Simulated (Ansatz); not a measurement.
The system is InSb3.

```
CELL_PARAMETERS angstrom
0.00000 3.79455 3.79455
3.79455 0.00000 3.79455
3.79455 3.79455 0.00000
ATOMIC_POSITIONS crystal
Sb 0.50000 0.50000 0.50000
Sb 0.75000 0.75000 0.75000
Sb 0.25000 0.25000 0.25000
In 0.00000 0.00000 0.00000
```

The cell comes from a database or a generator and needn't be the stable form of this composition.

* Program: Ansatz 0.2.0
* Task: single point
* Functional: PBE
* Potentials or basis: Ansatz PAW
* Cutoff: 420 eV (not typed: the program's choice for these potentials)
* k mesh: 6 × 6 × 6
* Occupations: fermi-dirac, width 0.05 eV
* Spin: no spin polarisation

On this cell: pressure -0.2 GPa; largest force zero by symmetry; band gap on the k mesh none (metal or under the smearing width).

The same run follows on a disturbed copy (atoms moved at random, drawn with an rms of 0.05 Å):

```
CELL_PARAMETERS angstrom
0.00000 3.79455 3.79455
3.79455 0.00000 3.79455
3.79455 3.79455 0.00000
ATOMIC_POSITIONS crystal
Sb 0.50548 0.51132 0.48481
Sb 0.75134 0.75080 0.73194
Sb 0.24282 0.26316 0.24665
In 0.99144 0.99482 0.00917
```

Question: What changes?

Answer: The energy (extrapolated to zero smearing) moves by +3.9 meV/atom; pressure -0.1 GPa; largest force 0.215 eV/Å; band gap on the k mesh none (metal or under the smearing width).

Forces on the atoms (eV/Å):
```
Sb   0.024  0.030 -0.097
Sb   0.120  0.067 -0.027
Sb  -0.087  0.005 -0.056
In  -0.057 -0.103  0.180
```

Stress tensor (GPa, compression positive):
```
 0.02  0.06  0.05
 0.06 -0.12  0.26
 0.05  0.26 -0.05
```
